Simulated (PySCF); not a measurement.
# C₃H₄BrF₃: excited states, first hyperpolarisability

Wanted: excited states, first hyperpolarisability for C₃H₄BrF₃ (`FC(F)(F)CCBr`).

Programs: PySCF 2.14.0, with routines of our own; each step states its level. All values are computed. Atoms count from 0.

## 1. The starting structure

11 atoms, charge 0, multiplicity 1; geometry from: GFN2-xTB.

## 2. Geometry optimisation at PBE0-D3(BJ)/def2-SVP

The job: settings as JSON, then the geometry in Å.

```
{"job": {"xc": "PBE0", "basis": "def2-SVP", "d3": "d3bj", "grid": 2, "kind": "geom"}, "charge": 0, "multiplicity": 1}
F     -1.443532     1.053738     0.936464
C     -1.304766     0.081329     0.023023
F     -1.581905    -1.071645     0.650253
F     -2.265639     0.266800    -0.889026
C      0.079343     0.075276    -0.601244
C      1.137545    -0.137025     0.469958
Br     2.909804    -0.140307    -0.334282
H      0.109029    -0.725038    -1.344711
H      0.223080     1.032261    -1.108873
H      1.127267     0.666754     1.205992
H      1.015199    -1.099473     0.966482
```

Run with:

```
OMP_NUM_THREADS=1 python excited_run.py task.json out
```

The driver reads the jobs from task.json and runs them one after another.

Output:

```text
step   0  E = -2989.09706427  max force = 0.014702
step   1  E = -2989.09534826  max force = 0.017687
step   2  E = -2989.09718491  max force = 0.007785
step   3  E = -2989.09757167  max force = 0.002081
step   4  E = -2989.09761193  max force = 0.001380
step   5  E = -2989.09761554  max force = 0.000347
optimisation converged
```

Run time: 35 s. Hardware: 1 thread of AMD EPYC 9R14, shared host; peak memory 0.76 GiB.

Relaxation path: (the energy doesn't fall at every step)

```
step  energy from step 0 (eV)  largest force component (eV/Å)
   0                   0.0000                          0.7560
   1                   0.0467                          0.9095
   2                  -0.0033                          0.4003
   3                  -0.0138                          0.1070
   4                  -0.0149                          0.0710
   5                  -0.0150                          0.0178
```

Distances of close pairs at the start and the end, largest changes first:

```
  bond  before (Å)  after (Å)  change (Å)
 C1–C4       1.518      1.509      -0.009
C5–Br6       1.946      1.937      -0.009
C5–H10       1.090      1.097      +0.007
 C5–H9       1.090      1.097      +0.007
 C4–C5       1.521      1.514      -0.007
 C4–H8       1.093      1.100      +0.007
 C4–H7       1.093      1.100      +0.007
 C1–F3       1.338      1.334      -0.004
```

The next job starts from the end point, and lists it.

```
                         at the end point                value
  point group (found at 0.08 Å tolerance)                   Cs
rotational constants (GHz, main isotopes)  4.974, 0.596, 0.591
                        dipole moment (D)                 0.34
```

## 3. Excited states: TDA CAM-B3LYP/def2-TZVPD

The job: settings as JSON, then the geometry in Å.

```
{"job": {"kind": "states", "xc": "CAM-B3LYP", "basis": "def2-TZVPD", "tda": true, "soc": true, "nstates": 6, "ntriplets": 5, "nquad": 4}, "charge": 0, "multiplicity": 1}
F     -1.519462     1.172454    -0.630737
C     -0.783996     0.131858    -1.038207
F     -1.532428    -0.966226    -0.881714
F     -0.558042     0.284247    -2.343562
C      0.511934     0.033730    -0.271418
C      0.283334    -0.143023     1.214426
Br     1.964900    -0.281507     2.165876
H      1.078510    -0.813764    -0.683657
H      1.088063     0.948455    -0.473018
H     -0.253372     0.711596     1.644639
H     -0.277227    -1.061174     1.429466
```

Level: TDA CAM-B3LYP/def2-TZVPD excited states, vertical, gas phase, spin-orbit mean-field couplings.

Output:

```text
coarse grid: 48664 points
cycle   1  E = -2990.4459954902  dE =  3.670e-02  |g| = 1.008e+00  |ddm| = 3.203e+00
cycle   2  E = -2990.3737288687  dE =  7.227e-02  |g| = 1.293e+00  |ddm| = 1.705e+00
cycle   3  E = -2990.6110809191  dE = -2.374e-01  |g| = 8.031e-02  |ddm| = 8.913e-01
cycle   4  E = -2990.6117686624  dE = -6.877e-04  |g| = 2.699e-02  |ddm| = 1.038e-01
cycle   5  E = -2990.6118816504  dE = -1.130e-04  |g| = 5.488e-03  |ddm| = 4.062e-02
cycle   6  E = -2990.6118888171  dE = -7.167e-06  |g| = 1.668e-03  |ddm| = 8.621e-03
final grid: 103000 points
cycle   7  E = -2990.6118921551  dE = -1.424e-07  |g| = 1.833e-03  |ddm| = 1.065e-02
cycle   8  E = -2990.6118918994  dE =  2.558e-07  |g| = 2.283e-03  |ddm| = 3.624e-03
cycle   9  E = -2990.6118927603  dE = -8.609e-07  |g| = 1.491e-04  |ddm| = 1.731e-03
cycle  10  E = -2990.6118927644  dE = -4.165e-09  |g| = 2.790e-05  |ddm| = 1.676e-04
cycle  11  E = -2990.6118927648  dE = -3.311e-10  |g| = 1.563e-05  |ddm| = 9.902e-05
converged SCF energy = -2990.6118927648

Singlet excitations
state   eV       nm        f     d(h-e)  d(exc)  Lambda  PR(NTO)  |dmu|/D   mu/D   main configurations
  1   6.2237   199.2   0.00006   0.339   2.521   0.440   1.013    0.599    1.017   H->L 0.81, H->L+4 0.09
  2   6.3057   196.6   0.00017   0.355   2.545   0.442   1.013    0.539    0.963   H-1->L 0.83, H-1->L+4 0.09
  3   7.5298   164.7   0.06539   0.342   3.445   0.299   1.009    1.870    1.654   H->L+1 0.83
  4   7.6102   162.9   0.07303   0.272   3.462   0.298   1.006    2.077    1.757   H-1->L+1 0.84
  5   8.2139   150.9   0.01116   0.768   4.033   0.206   1.146                     H->L+2 0.76, H->L+4 0.11
  6   8.2430   150.4   0.00674   0.508   4.010   0.261   1.751                     H->L+3 0.66, H-1->L+2 0.26

Triplet excitations (Tamm-Dancoff)
state   eV     d(h-e)  d(exc)  Lambda  PR(NTO)   main configurations
  1   5.5147   0.415   2.387   0.431   1.005   H->L 0.77, H->L+4 0.12
  2   5.5882   0.423   2.393   0.432   1.005   H-1->L 0.76, H-1->L+4 0.12
  3   7.3404   0.247   3.314   0.297   1.013   H->L+1 0.80
  4   7.4447   0.226   3.350   0.298   1.012   H-1->L+1 0.80
  5   7.6024   0.183   2.466   0.516   1.018   H-2->L 0.60, H-2->L+4 0.11
S1 - T1 = 0.7090 eV

Spin-orbit couplings |<S|Hso|T>| (cm-1)
             T1       T2       T3       T4       T5
S0      936.245  942.906   55.659   79.408   17.806
S1        4.775 1099.832    3.330   30.562  850.867
S2     1099.300   13.945    6.883   21.121  856.503
S3        7.978   10.813    0.626 1091.726   31.734
S4        6.080    7.500 1094.597    5.796    4.400
S5      140.056   42.630   10.938   64.118   29.346
S6      146.445   57.896   39.510   11.843    9.834
T1 sublevels (cm-1): 0.000 124.918 691.911   radiative rates (1/s): 72.5 1.12e+05 5.93e+03
```

It took 58 s on 1 thread of AMD EPYC 9R14, shared host; peak memory 1.3 GiB.

In short:

```
  quantity    value
S1 less T1  0.71 eV
```

## 4. Excited states: TDDFT CAM-B3LYP/def2-TZVPD

Settings changed since step 3:

```diff
@@ -1,2 +1,2 @@
-{"job": {"kind": "states", "xc": "CAM-B3LYP", "basis": "def2-TZVPD", "tda": true, "soc": true, "nstates": 6, "ntriplets": 5, "nquad": 4}, "charge": 0, "multiplicity": 1}
+{"job": {"kind": "states", "xc": "CAM-B3LYP", "basis": "def2-TZVPD", "tpa": true, "nstates": 8, "nquad": 6, "ntriplets": 0}, "charge": 0, "multiplicity": 1}
 F     -1.519462     1.172454    -0.630737
```

Level: TDDFT CAM-B3LYP/def2-TZVPD excited states, vertical, gas phase, two-photon moments by quadratic response.

Output:

```text
coarse grid: 48664 points
cycle   1  E = -2990.4459954902  dE =  3.670e-02  |g| = 1.008e+00  |ddm| = 3.203e+00
cycle   2  E = -2990.3737288687  dE =  7.227e-02  |g| = 1.293e+00  |ddm| = 1.705e+00
cycle   3  E = -2990.6110809191  dE = -2.374e-01  |g| = 8.031e-02  |ddm| = 8.913e-01
cycle   4  E = -2990.6117686624  dE = -6.877e-04  |g| = 2.699e-02  |ddm| = 1.038e-01
cycle   5  E = -2990.6118816504  dE = -1.130e-04  |g| = 5.488e-03  |ddm| = 4.062e-02
cycle   6  E = -2990.6118888171  dE = -7.167e-06  |g| = 1.668e-03  |ddm| = 8.621e-03
final grid: 103000 points
cycle   7  E = -2990.6118921551  dE = -1.424e-07  |g| = 1.833e-03  |ddm| = 1.065e-02
cycle   8  E = -2990.6118918994  dE =  2.558e-07  |g| = 2.283e-03  |ddm| = 3.624e-03
cycle   9  E = -2990.6118927603  dE = -8.609e-07  |g| = 1.491e-04  |ddm| = 1.731e-03
cycle  10  E = -2990.6118927644  dE = -4.155e-09  |g| = 2.790e-05  |ddm| = 1.676e-04
cycle  11  E = -2990.6118927648  dE = -3.274e-10  |g| = 1.563e-05  |ddm| = 9.902e-05
converged SCF energy = -2990.6118927648

Singlet excitations
state   eV       nm        f     d(h-e)  d(exc)  Lambda  PR(NTO)  |dmu|/D   mu/D   delta(TPA)   sigma/GM   main configurations
  1   6.1643   201.1   0.00023   0.336   2.524   0.440   1.018    0.651    1.068        2.76      0.038   H->L 0.81, H->L+4 0.10
  2   6.2459   198.5   0.00041   0.350   2.546   0.442   1.019    0.582    1.006        6.23      0.089   H-1->L 0.82, H-1->L+4 0.09
  3   7.5238   164.8   0.06056   0.339   3.450   0.299   1.009    1.868    1.645       24.71      0.512   H->L+1 0.83
  4   7.6033   163.1   0.06770   0.272   3.467   0.298   1.007    2.060    1.738       25.88      0.548   H-1->L+1 0.84
  5   8.2120   151.0   0.01020   0.759   4.033   0.206   1.151    2.160    2.235       51.88      1.282   H->L+2 0.76, H->L+4 0.11
  6   8.2403   150.5   0.00784   0.505   4.008   0.261   1.671    0.154    0.578       78.48      1.952   H->L+3 0.69, H-1->L+2 0.23
  7   8.3184   149.0   0.00011   0.501   4.006   0.183   1.147                                            H-1->L+3 0.88
  8   8.3409   148.6   0.06297   0.779   4.059   0.272   1.750                                            H-1->L+2 0.59, H->L+3 0.24
```

Run time: 69 s. Hardware: 1 thread of AMD EPYC 9R14, shared host; peak memory 1.3 GiB.

## 5. First hyperpolarisability: quadratic response CAM-B3LYP/def2-TZVPD

Settings changed since step 4:

```diff
@@ -1,2 +1,2 @@
-{"job": {"kind": "states", "xc": "CAM-B3LYP", "basis": "def2-TZVPD", "tpa": true, "nstates": 8, "nquad": 6, "ntriplets": 0}, "charge": 0, "multiplicity": 1}
+{"job": {"kind": "beta", "xc": "CAM-B3LYP", "basis": "def2-TZVPD"}, "charge": 0, "multiplicity": 1}
 F     -1.519462     1.172454    -0.630737
```

Level: quadratic response CAM-B3LYP/def2-TZVPD first hyperpolarisability, Taylor convention, gas phase.

Output:

```text
coarse grid: 48664 points
cycle   1  E = -2990.4459954902  dE =  3.670e-02  |g| = 1.008e+00  |ddm| = 3.203e+00
cycle   2  E = -2990.3737288687  dE =  7.227e-02  |g| = 1.293e+00  |ddm| = 1.705e+00
cycle   3  E = -2990.6110809191  dE = -2.374e-01  |g| = 8.031e-02  |ddm| = 8.913e-01
cycle   4  E = -2990.6117686624  dE = -6.877e-04  |g| = 2.699e-02  |ddm| = 1.038e-01
cycle   5  E = -2990.6118816504  dE = -1.130e-04  |g| = 5.488e-03  |ddm| = 4.062e-02
cycle   6  E = -2990.6118888171  dE = -7.167e-06  |g| = 1.668e-03  |ddm| = 8.621e-03
final grid: 103000 points
cycle   7  E = -2990.6118921551  dE = -1.424e-07  |g| = 1.833e-03  |ddm| = 1.065e-02
cycle   8  E = -2990.6118918994  dE =  2.558e-07  |g| = 2.283e-03  |ddm| = 3.624e-03
cycle   9  E = -2990.6118927603  dE = -8.609e-07  |g| = 1.491e-04  |ddm| = 1.731e-03
cycle  10  E = -2990.6118927644  dE = -4.166e-09  |g| = 2.790e-05  |ddm| = 1.676e-04
cycle  11  E = -2990.6118927648  dE = -3.183e-10  |g| = 1.563e-05  |ddm| = 9.902e-05
converged SCF energy = -2990.6118927648

Lowest singlets (eV, f): 6.1643 0.0002  6.2459 0.0004  7.5238 0.0606

First hyperpolarisability (au)
process     nm      |vector|   parallel      HRS      DR
static         -      241.12    -144.53      89.49   8.124
shg       1907.0      248.54    -148.98      92.28   8.084
eope      1907.0      243.56    -145.99          -       -
shg       1064.0      266.34    -159.65      98.98   7.998
eope      1064.0      249.08    -149.31          -       -
```

Run time: 51 s. Hardware: 1 thread of AMD EPYC 9R14, shared host; peak memory 1.3 GiB.

## 6. Summary of results

| quantity | value |
| --- | --- |
| point group | Cs |
| rotational constants (main isotopes) | 4.97, 0.60, 0.59 GHz |
| S1 less T1 (step 3, TDA CAM-B3LYP/def2-TZVPD) | 0.71 eV |
| β vector (step 5, quadratic response CAM-B3LYP/def2-TZVPD) | static 241, SHG 1907.0 nm 249, SHG 1064.0 nm 266 au |

In words: The optimisation took 5 steps and gained 0.015 eV; among the close pairs (by a distance rule), C1–C4 changed most, from 1.518 to 1.509 Å. No frequency check was run at this level, so the end point may be a saddle. Scalar relativity is left out for the heavy atoms. In step 3 the lowest triplet is strongly mixed with the next, so its label is unsure. In step 3, the number of triplets below S1 is 2, and the largest singlet-triplet spin-orbit coupling is S1–T2, 1099.83 cm⁻¹. Steps that list no spin-orbit terms leave them out, which matters at and beside the heavy atoms. β grows from 241 au (static) to 266 au for doubling at 1064.0 nm: normal dispersion, which grows as twice the photon energy moves toward the bright states.
